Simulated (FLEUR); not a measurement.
## Ge: equation of state with PBEsol

Ge:

```
Ge
1.0
     0.00000    2.88574    5.11566
     2.63050    0.00000    5.11566
     2.63050    2.88574    0.00000
Ge
4
Direct
  0.72649 0.27351 0.72649
  0.27351 0.72649 0.27351
  0.21813 0.21813 0.78187
  0.78187 0.78187 0.21813
```

This isn't the form of Ge at room conditions, which is diamond.

```yaml
Program: FLEUR MaX-R8.1 (later development tree)
Task: equation of state
Functional: PBEsol
Potentials_or_basis: all-electron
Basis: FLAPW
Kmax: 4.41 1/bohr
k_mesh: 7 × 7 × 7
Occupations: fermi-dirac, width 0.05 eV
Spin: no spin polarisation
Gmax: 13.7 1/bohr
Muffin-tin_radii: Ge 2.22 bohr
lmax: Ge 9
lnonsphr: Ge 9
Local_orbitals_a_species: Ge 6
```

```json
{"Equilibrium volume": "18.46 Å³/atom", "Bulk modulus at fixed shape and positions": "77 GPa", "Pressure derivative of the bulk modulus": "4.4"}
```

Energy against volume, from the lowest point:
```tsv
volume (Å³/atom)	energy (meV/atom)
18.251	0.18
18.640	0.00
19.028	3.58
19.416	10.43
19.805	20.28
20.193	32.79
20.581	47.65
```

Caveat: the cell was scaled at fixed shape and fractional positions, which overstates the stiffness of a crystal with free parameters, most of all of layers and chains.
